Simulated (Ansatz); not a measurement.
Crystal: AlO2.

```
Al O
1.0
     1.48816   -5.40283    0.00000
     1.48816    5.40283    0.00000
     0.00000    0.00000    3.64661
Al O
2 4
Direct
  0.66813 0.33187 0.75000
  0.33187 0.66813 0.25000
  0.06107 0.93893 0.75000
  0.93893 0.06107 0.25000
  0.29418 0.70582 0.75000
  0.70582 0.29418 0.25000
```

The cell comes from a database or a generator and needn't be the stable form of this composition.

Base run:

| Property | Result |
| --- | --- |
| Program | Ansatz 0.2.0 |
| Functional | RPBE |
| Potentials or basis | Ansatz PAW |
| Cutoff | 420 eV |
| Density cutoff | 1680 eV |
| k mesh | 9 × 9 × 7 |
| Occupations | fermi-dirac, width 0.05 eV |
| Spin | no spin polarisation |

Its results: band gap on the k mesh none (metal or under the smearing width); pressure 3.4 GPa; largest force 0.788 eV/Å.

Question: After a change of settings the same cell gave: band gap on the k mesh none (metal or under the smearing width); pressure -1.2 GPa; largest force 0.698 eV/Å. Which change was it?
A. functional from RPBE to PBEsol; k mesh from 9 × 9 × 7 to 8 × 8 × 6
B. functional from RPBE to PBE
C. functional from RPBE to r2SCAN; cutoff from 420 eV to 500 eV; density cutoff from 1680 eV to 2000 eV
D. functional from RPBE to BLYP

Answer: B.

PBE binds more tightly than RPBE, so the same cell stands under less pressure.

Caveats: the density of states is complete only up to the lowest level of the last band computed; the potentials were made for another functional, which shifts forces and pressure (some runs); the PAW data sets come from PBE, with cores solved anew for the run's functional, which leaves a small shift of forces and pressure (some runs).

Not every run made on this cell is shown here.
